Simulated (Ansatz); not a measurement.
# C₂H₅BGaN: one species, many methods

An exercise on one series of results from a longer session: the logs are not shown, and one member is left open.

Method: functionals in def2-TZVPP, the program's frozen cores in correlated methods; program: Ansatz 0.2.0, Gaussian basis.

The runs, in order: LDA (SPW92), PBE-D4, revPBE-D4, BLYP-D4, r2SCAN-D4, B97M-V, PBE0-D4, B3LYP-D4, r2SCANh-D4, r2SCAN0-D4, HSE06-D4, BHLYP-D4, CAM-B3LYP-D4, LC-ωPBE, ωB97X-V, ωB97M-V, B2PLYP, PBE-QIDH; CCSD(T)/def2-SVP; CCSD(T)/def2-TZVPP; MP2/def2-QZVPP; extrapolation to the limit; RPA on PBE.

### The geometry

An earlier PBE0-D4 in a triple-zeta def2 set relaxation fixed the geometry.

10 atoms, charge 0, spin multiplicity 1.

Atoms are counted from 1 here; the program's logs count them from 0.

Bond lengths: C1–N2 1.445 Å, C1–H6 1.096 Å, C1–H7 1.093 Å, C1–H8 1.092 Å, N2–C3 1.220 Å, C3–B4 1.437 Å, C3–Ga5 2.409 Å, B4–Ga5 1.934 Å, B4–H9 1.184 Å, Ga5–H10 1.558 Å. Angles: N2–C1–H6 112.3°, N2–C1–H7 108.8°, N2–C1–H8 109.1°, H6–C1–H7 109.4°, H6–C1–H8 109.8°, H7–C1–H8 107.3°, C1–N2–C3 125.1°, N2–C3–B4 174.5°, N2–C3–Ga5 121.7°, B4–C3–Ga5 53.4°, C3–B4–Ga5 90.0°, C3–B4–H9 132.6°, Ga5–B4–H9 137.4°, C3–Ga5–B4 36.6°, C3–Ga5–H10 130.0°, B4–Ga5–H10 166.6°.

Set-up of the first run:

in.yaml reads:

```yaml
crystal:
  periodic: [false, false, false]
  atoms:
    - {symbol: C, position_ang: [-1.730813, -0.283811, 0.448859]}
    - {symbol: N, position_ang: [-0.765240, 0.722843, 0.070736]}
    - {symbol: C, position_ang: [0.223536, 0.524510, -0.615893]}
    - {symbol: B, position_ang: [1.463364, 0.335063, -1.316713]}
    - {symbol: Ga, position_ang: [2.365916, 0.021299, 0.364392]}
    - {symbol: H, position_ang: [-1.404261, -1.294446, 0.180000]}
    - {symbol: H, position_ang: [-2.679647, -0.065683, -0.046933]}
    - {symbol: H, position_ang: [-1.905585, -0.225740, 1.524794]}
    - {symbol: H, position_ang: [1.747621, 0.366157, -2.465986]}
    - {symbol: H, position_ang: [2.768408, -0.151492, 1.859745]}
basis:
  gaussian: {orbitals: def2-TZVPP}
hamiltonian: {xc: lda}
output: {orbitals: {seedname: orbitals}}
```

Launch:

```bash
$ ansatz run in.yaml --threads 4 --pin off --events-out ev --progress --plain --max-ram 10444MiB
```

Among the steps run: LDA; PBE-D4 (GGA); revPBE-D4 (GGA); BLYP-D4 (GGA); r2SCAN-D4 (meta-GGA); B97M-V (meta-GGA); PBE0-D4 (hybrid); B3LYP-D4 (hybrid); r2SCANh-D4 (hybrid); r2SCAN0-D4 (hybrid); HSE06-D4 (hybrid); BHLYP-D4 (hybrid); CAM-B3LYP-D4 (range-separated); LC-ωPBE (range-separated); ωB97X-V (range-separated); ωB97M-V (range-separated); B2PLYP (double hybrid); PBE-QIDH (double hybrid).

One table of the session follows, with a row left open; its other results are not shown here.

It belongs to the step «Orbital energies across the functionals». 

| functional | HOMO (eV) | LUMO (eV) | gap (eV) |
| --- | --- | --- | --- |
| LDA (SPW92) | -4.92 | -2.94 | 1.98 |
| PBE-D4 | -4.73 | -2.70 | 2.04 |
| revPBE-D4 | -4.66 | -2.60 | 2.06 |
| BLYP-D4 | -4.59 | -2.60 | 1.99 |
| r2SCAN-D4 | -4.88 | -2.53 | 2.36 |
| B97M-V | -4.87 | -2.61 | 2.26 |
| PBE0-D4 | -5.59 | -1.93 | 3.66 |
| B3LYP-D4 | -5.42 | -2.15 | 3.28 |
| r2SCANh-D4 | -5.21 | -2.25 | 2.96 |
| r2SCAN0-D4 | -5.70 | -1.83 | 3.87 |
| HSE06-D4 | -5.20 | -2.29 | 2.91 |
| BHLYP-D4 | ? | ? | ? |
| CAM-B3LYP-D4 | -6.71 | -0.98 | 5.72 |
| LC-ωPBE | -7.84 | 0.10 | 7.93 |
| ωB97X-V | -7.58 | 0.01 | 7.59 |
| ωB97M-V | -7.53 | -0.15 | 7.38 |

Estimate the missing values for BHLYP-D4.

Worked estimate for «HOMO (eV)». Against the share of exact exchange, BLYP-D4 (0, -4.59), B3LYP-D4 (0.2, -5.42) give a slope of -4.15 per unit share; at 0.5 the line stands at -6.66.

**Answer.** HOMO (eV): -6.32; LUMO (eV): -1.12; gap (eV): 5.20. In «HOMO (eV)» the line misses by -0.34.
